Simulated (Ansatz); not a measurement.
MoSe:

```
Mo Se
1.0
     0.00000    2.89288    2.89288
     2.89288    0.00000    2.89288
     2.89288    2.89288    0.00000
Mo Se
1 1
Direct
  0.00000 0.00000 0.00000
  0.50000 0.50000 0.50000
```

The cell was built by a generator and needn't be a form met in nature.

* Program: Ansatz 0.2.0
* Task: relaxation of cell and atoms
* Functional: HSE03
* Potentials or basis: Ansatz PAW
* Cutoff: 420 eV (not typed: the program's choice for these potentials)
* k mesh: 4 × 4 × 4
* Occupations: fermi-dirac, width 0.05 eV
* Spin: no spin polarisation

At the start: volume 24.21 Å³/atom.

Problem. Where does the relaxation end?

Solution. It ends after 6 steps and the volume is 17.13 Å³/atom (-29.2 %); space group Fm-3m (No. 225, to 0.05 Å).

The path:
```
step  energy change (eV)  largest force (eV/Å)  volume (Å³)
   1              0.0000                0.0000        48.42
   2             -0.9273                0.0000        41.68
   3             -1.4478                0.0000        35.59
   4             -1.4659                0.0000        33.63
   5             -1.4718                0.0000        34.26
   6             -1.4701                0.0000        34.26
```

Final structure:
```
CELL_PARAMETERS angstrom
0.00000 2.57782 2.57782
2.57782 0.00000 2.57782
2.57782 2.57782 0.00000
ATOMIC_POSITIONS crystal
Mo 0.00000 0.00000 0.00000
Se 0.50000 0.50000 0.50000
```

Caveat: the k mesh is coarse (spacing up to 0.47 Å⁻¹), so the values aren't converged, least of all with exact exchange; the volume moved by over 15 % at a fixed basis, so the end points are rough; the plane-wave basis is chosen anew once the cell has moved, so the energies of steps on either side of that aren't comparable; the PAW data sets come from PBE, with cores solved anew for the run's functional, which leaves a small shift of forces and pressure.
